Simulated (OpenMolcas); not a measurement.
# CH5BN2 (SMILES B1NCN1): levels of theory compared

Wanted: a comparison of 6 runs (HF/STO-3G, HF/3-21G, PBE/def2-SVPD, SVWN5/def2-SVPD, MP2/def2-SVPD, CCSD(T)/def2-SVPD) of CH5BN2. 

The results are computed with OpenMolcas 26.06.

1 further run of the same task is left out (set aside as unsound or not needed).

### Step 1. The system as given

The species is CH5BN2 (9 atoms), meant as a singlet with charge 0. SMILES: `B1NCN1`. The shape is that of a PBE0-D4/def2-TZVP optimisation.

Bond lengths: B1–N2 1.430 Å, N2–C3 1.458 Å, B1–N4 1.430 Å, C3–N4 1.458 Å, B1–H5 1.191 Å, N2–H6 1.003 Å, C3–H7 1.097 Å, C3–H8 1.097 Å, N4–H9 1.003 Å. Some angles: B1–N2–C3 88.7°, N2–B1–N4 92.5°, N2–C3–N4 90.2°, B1–N4–C3 88.7°, B1–N2–H6 135.4°, C3–N2–H6 124.3°, N2–B1–H5 133.7°, N4–B1–H5 133.8°, N2–C3–H7 113.7°, N2–C3–H8 114.4°.

### Step 2. Energy and gradient at HF/STO-3G (run 1)

run.input reads:

```
&gateway
 baslib
 $CurrDir
 coord
 9
 angstrom
 B       -0.538100       0.903800      -0.424200
 N        0.763900       0.350100      -0.630900
 C        0.430100      -0.702400       0.322000
 N       -0.891500      -0.116200       0.513500
 H       -1.109600       1.851900      -0.864600
 H        1.686500       0.722000      -0.761500
 H        0.420000      -1.707100      -0.117100
 H        1.046900      -0.704100       1.228600
 H       -1.719800      -0.644400       0.717000
 basis
 STO-3G
 group
 NoSym

&seward

&scf
 thresholds
 1e-10 1e-07 1e-07 1e-05
 prorbitals
 1 1

&alaska
```

The basis set STO-3G is read from a file made from the Basis Set Exchange's data (not shown).

The run is started by

```console
$ export MOLCAS_MEM=1860
$ pymolcas run.input > run.log
```

Output:

```text
--- Start Module: gateway ---
[...]
--- Stop Module: gateway /rc=_RC_ALL_IS_WELL_ ---
[...]
      Basis functions           25
[...]
--- Start Module: scf ---
[...]
       Convergence after  11 Iterations
[...]
::    Total SCF energy                               -172.1976415175
[...]
      Total spin, S                                     0.0000000000
[...]
      Total electronic charge=   30.000000
      Total            charge=   -0.000000
[...]
      Dipole Moment (debye):
      Origin of the operator (angstrom)=   -0.0397    0.0769   -0.0401
                   X=  4.9365E-01               Y= -8.1889E-01               Z=  3.8102E-01           Total=  1.0293E+00
      Quadrupole Moment (debye*angstrom):
[...]
--- Stop Module: scf /rc=_RC_ALL_IS_WELL_ ---
--- Start Module: alaska ---
[...]
 *              Molecular gradients               *
 **************************************************
  Irreducible representation: a
 ------------------------------------------------------------------------------------------
                              X                       Y                       Z
 ------------------------------------------------------------------------------------------
  B1                1.15674665565284E-02   -1.91550932000917E-02    8.88545836564969E-03
  N2                3.30981268534360E-02   -9.29903782762453E-03    2.96721549797585E-03
  C3               -1.79743351552246E-02    2.97616074231195E-02   -1.37960245316311E-02
  N4               -9.68447253375082E-03   -2.95939239507402E-02    1.50771760010384E-02
  H5               -1.07916823243444E-02    1.79052032634601E-02   -8.31687715658957E-03
  H6               -1.64075645730728E-02   -5.70416530808604E-03    1.30775481207135E-03
  H7               -2.04820733117578E-03    2.67809383361151E-03   -1.48618639835951E-03
  H8               -1.45446053928433E-03    3.14108265920288E-03   -1.21065481282212E-03
[...]
--- Stop Module: alaska /rc=_RC_ALL_IS_WELL_ ---
[...]
```

Run time: 3.6 s. Hardware: 1 thread of AMD EPYC 7R43 (Zen 3), shared host; peak memory 0.37 GiB.

### Step 3. Energy and forces at HF/3-21G (run 2)

calc.inp reads:

```
&GATEWAY
  BASLIB=$CurrDir
  COORD
  9
  angstrom
  B       -0.538100       0.903800      -0.424200
  N        0.763900       0.350100      -0.630900
  C        0.430100      -0.702400       0.322000
  N       -0.891500      -0.116200       0.513500
  H       -1.109600       1.851900      -0.864600
  H        1.686500       0.722000      -0.761500
  H        0.420000      -1.707100      -0.117100
  H        1.046900      -0.704100       1.228600
  H       -1.719800      -0.644400       0.717000
  BASIS=3-21G
  GROUP=NoSym

&SEWARD

&SCF
  THRESHOLDS=1e-10 1e-07 1e-07 1e-05
  PRORBITALS=1 2

&ALASKA
```

The basis set 3-21G is read from a file made from the Basis Set Exchange's data (not shown).

The run is started by

```console
$ export MOLCAS_MEM=1860
$ pymolcas calc.inp > calc.log
```

Output:

```text
--- Start Module: gateway ---
[...]
--- Stop Module: gateway /rc=_RC_ALL_IS_WELL_ ---
[...]
      Basis functions           46
[...]
--- Start Module: scf ---
[...]
       Convergence after  12 Iterations
[...]
::    Total SCF energy                               -173.4085651033
[...]
      Total spin, S                                     0.0000000000
[...]
      Total electronic charge=   30.000000
      Total            charge=   -0.000000
[...]
      Dipole Moment (debye):
      Origin of the operator (angstrom)=   -0.0397    0.0769   -0.0401
                   X=  6.7468E-01               Y= -1.1193E+00               Z=  5.2069E-01           Total=  1.4068E+00
      Quadrupole Moment (debye*angstrom):
[...]
--- Stop Module: scf /rc=_RC_ALL_IS_WELL_ ---
[...]
--- Start Module: alaska ---
[...]
 *              Molecular gradients               *
 **************************************************
  Irreducible representation: a
 ------------------------------------------------------------------------------------------
                              X                       Y                       Z
 ------------------------------------------------------------------------------------------
  B1                1.78466105482586E-02   -2.95791435190811E-02    1.37340307690694E-02
  N2               -2.32282380289677E-02   -1.49023754595000E-02    4.39590612526253E-03
  C3               -2.40971956138392E-02    3.99487888632084E-02   -1.85327367569323E-02
  N4                2.54930642236326E-02    1.10924166458730E-02   -2.65781469581405E-03
  H5               -2.35449173164937E-03    3.90798507803369E-03   -1.81510073853008E-03
  H6                7.19214310068894E-03    3.98003123199997E-03    4.47280433241826E-03
  H7               -3.78496646395193E-04   -7.84582527015543E-03   -3.81334101766262E-03
  H8                4.84997552174971E-03    4.31866586778074E-04    7.26121627554610E-03
[...]
--- Stop Module: alaska /rc=_RC_ALL_IS_WELL_ ---
[...]
```

Wall time 4.8 s (1 thread of AMD EPYC 7R43 (Zen 3), shared host); peak memory 0.38 GiB.

Runs 3 to 5 aren't shown in full; the table further down has their settings and results.

### Step 4. A single-point energy at CCSD(T)/def2-SVPD (Cholesky decomposition) (run 6)

run.inp reads:

```
&GATEWAY
  BasLib=$CurrDir
  Coord
  9
  angstrom
  B       -0.538100       0.903800      -0.424200
  N        0.763900       0.350100      -0.630900
  C        0.430100      -0.702400       0.322000
  N       -0.891500      -0.116200       0.513500
  H       -1.109600       1.851900      -0.864600
  H        1.686500       0.722000      -0.761500
  H        0.420000      -1.707100      -0.117100
  H        1.046900      -0.704100       1.228600
  H       -1.719800      -0.644400       0.717000
  Basis=def2-SVPD
  Group=NoSym

&SEWARD
  High

&SCF
  Thresholds=1e-10 1e-07 1e-07 1e-05
  PrOrbitals=0

&CHCC
  Frozen=4
  Threshold=1e-08
  MaxIterations=80

&CHT3
  Frozen=4
```

The basis set def2-SVPD is read from a file made from the Basis Set Exchange's data (not shown).

The run is started by

```console
$ export MOLCAS_MEM=1860
$ pymolcas run.inp > run.log
```

Output:

```text
--- Start Module: gateway ---
[...]
--- Stop Module: gateway /rc=_RC_ALL_IS_WELL_ ---
[...]
      Basis functions          120
[...]
       Convergence after  13 Iterations
[...]
::    Total SCF energy                               -174.2656784314
[...]
      Total spin, S                                     0.0000000000
[...]
      Total electronic charge=   30.000000
      Total            charge=   -0.000000
[...]
      Dipole Moment (debye):
      Origin of the operator (angstrom)=   -0.0397    0.0769   -0.0401
                   X=  5.3345E-01               Y= -8.8503E-01               Z=  4.1176E-01           Total=  1.1124E+00
      Quadrupole Moment (debye*angstrom):
[...]
--- Start Module: chcc ---
[...]
--- Stop Module: chcc /rc=_RC_ALL_IS_WELL_ ---
[...]
--- Start Module: cht3 ---
[...]
--- Stop Module: cht3 /rc=_RC_ALL_IS_WELL_ ---
[...]
```

It took 13 min on 1 thread of AMD EPYC 7R43 (Zen 3), shared host; peak memory 0.3 GiB.

### Step 5. Overview of the runs

```tsv
run	level	integration grid	task	energy (Eh)	dipole moment (D) of the reference	HOMO energy (eV)	LUMO energy (eV)	wall time
1	HF/STO-3G	–	gradient	-172.197642	1.03	-8.27	9.58	3.6 s
2	HF/3-21G	–	gradient	-173.408565	1.41	-10.15	5.53	4.8 s
3	PBE/def2-SVPD	UltraFine	gradient	-175.151366	1.50	-5.69	0.12	1.7 min
4	SVWN5/def2-SVPD	UltraFine	gradient	-173.837760	1.56	-5.86	-0.07	77 s
5	MP2/def2-SVPD	–	energy	-174.844442	1.11	-10.45	2.30	32 s
6	CCSD(T)/def2-SVPD (Cholesky decomposition)	–	energy	-174.899939	1.11	-10.45	2.30	13 min
```

### Step 6. Summary of results

| quantity | value |
| --- | --- |
| run 6: total energy | -174.89994 Eh |
| run 6: dipole moment (mean-field density) | 1.11 D |
| run 6: HOMO energy (Hartree–Fock orbitals) | -10.45 eV |
| run 6: LUMO energy (Hartree–Fock orbitals) | 2.30 eV |
| run 6: HOMO–LUMO gap (Hartree–Fock orbitals) | 12.75 eV |
| run 6: correlation energy (4 core orbitals frozen) | -634.3 mEh |
| run 6: (T) correction | -21.91 mEh |

**Reading.** Over runs 1, 2, 3, 4 the dipole moment (its size) runs from 1.03 D (HF/STO-3G) to 1.56 D (SVWN5/def2-SVPD). The two ends differ in method and basis. Over runs 1, 2, 3, 4 the HOMO–LUMO gap runs from 5.79 eV (SVWN5/def2-SVPD) to 17.86 eV (HF/STO-3G). Totals of different functionals can't be ranked against each other. In run 1 the basis is minimal, so the values are rough. All runs together took 17 min, the longest 13 min.
